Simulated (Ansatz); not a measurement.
# Cr2AsSe, space group P-6m2: a scan of the Hubbard U

Program: the Python package of Ansatz (0.2.0).

`plus_u.py`
```python
"""How the states of Cr2AsSe follow the Hubbard U."""

import ansatz as az
from ase import Atoms
import numpy as np


def count_gap(report):
    # lowest empty less highest filled band, counting bands; zero where they overlap
    return max(report.get("gap_by_band_count_ev") or 0.0, 0.0)

atoms = Atoms(
    ["Cr", "Cr", "As", "Se"],
    scaled_positions=[
        (0.0, 0.0, 0.742),
        (0.0, 0.0, 0.258),
        (2 / 3, 1 / 3, 0.5),
        (1 / 3, 2 / 3, 0.0),
    ],
    cell=[
        (3.76616, 0.0, 0.0),
        (-1.88308, 3.26159, 0.0),
        (0.0, 0.0, 6.23445),
    ],
    pbc=True,
)
atoms.set_initial_magnetic_moments([3, -3, 0.0, 0.0])
cr2asse = az.Crystal.from_ase(atoms)

calculation = cr2asse.calculation()
calculation = calculation.functional("pbesol", dispersion="d3bj").basis(320, xc_grid=1)
calculation = calculation.kpoints(6, 6, 3, shift=0.5)
calculation = calculation.occupations("methfessel_paxton", width=0.15)
calculation = calculation.spin("collinear")
calculation = calculation.eigensolver("auto", mixed_precision=False)
calculation = calculation.scf(extra_bands=6).band_table()
rows = []
for u in [0.0, 1.5, 3.0, 4.5, 6.0]:
    summary = calculation.hubbard("Cr", "d", u_eff=u).run().report
    shell = summary["hubbard"]["n_scf"]
    rows.append((u, count_gap(summary), sum(shell) / len(shell), max(abs(m) for m in summary["site_moments_mub"]), summary["n_iterations"]))
print("      U_eff eV  gap by band count eV  Cr d occupation (projector)  largest moment muB      iterations")
for row in rows:
    print(f"{str(row[0]):>14s}  {row[1]:20.3f}  {row[2]:27.4f}  {row[3]:18.3f}  {row[4]:14d}")
```

```console
$ python plus_u.py
DeckWarning: basis.ecutwfc = 320 eV is below the records' recommended 420 eV, and the density's cutoff is lower with it unless basis.ecutrho_ratio is high enough to keep the records' density cutoff: compare with a run at a higher cutoff
DeckWarning: crystal.symmetry: narrowed to the stabiliser of the k-point mesh — unitary ops 6 → 2, anti-unitary 6 → 2; excluded 8 operations that carry a point of the 6×6×3 mesh (shift [0.5, 0.5, 0.5]) off the mesh (the run samples exactly the mesh kpoints.mp_grid names, as under crystal.symmetry.detect: false, and [...]
RunWarning: dispersion: an atom stands within reach of a switch of its C6 between two reference coordination numbers of its element: through that C6 alone, e_disp changes by 0.025 eV or more while the distances to its neighbours run over a stretch of 0.05 Å that contains this geometry (sites counted from 0 in the [...]
      U_eff eV  gap by band count eV  Cr d occupation (projector)  largest moment muB      iterations
           0.0                 0.000                       4.9327               3.069              16
           1.5                 0.000                       4.8652               3.395              19
           3.0                 0.000                       4.8302               3.608              18
           4.5                 0.000                       4.8195               3.755              17
           6.0                 0.000                       4.8247               3.862              24
```
(Warnings from the package without file and line, shortened.)

From U = 0 to 6 eV the largest site moment goes from 3.07 to 3.86 μB.

Caveats:
- The cutoff lies under the one recommended for these potentials.
- Other magnetic orders than the one started from may lie lower.
- Dispersion corrections can be off by several per cent in the lattices of metals, and by several GPa in the pressure at a fixed cell.
- U, its shell and the double counting are chosen to explore, and aren't derived for this compound.
- For a metal this k-point mesh is coarse: on a finer one energies can move by several to tens of meV an atom and pressures by half a GPa or more, differences at one mesh by less.
- A gap by band count of zero or less means overlapping bands, a metal.
- This cell is a computed structure, which may not be the phase found in nature.
- Gaps and levels are Kohn-Sham values on a finite set of k-points, without spin-orbit coupling.
- Shell occupations and the effect of U depend on the projectors; a run with no .spin step is spin-unpolarised, and each U may end in a state that isn't the lowest.
- The whole script took 3.5 min on 1 thread of Arm Neoverse V2, on a shared host, peak memory 0.93 GiB.

(A comment or docstring line of the script was reworded after the run, the code is as it ran.)
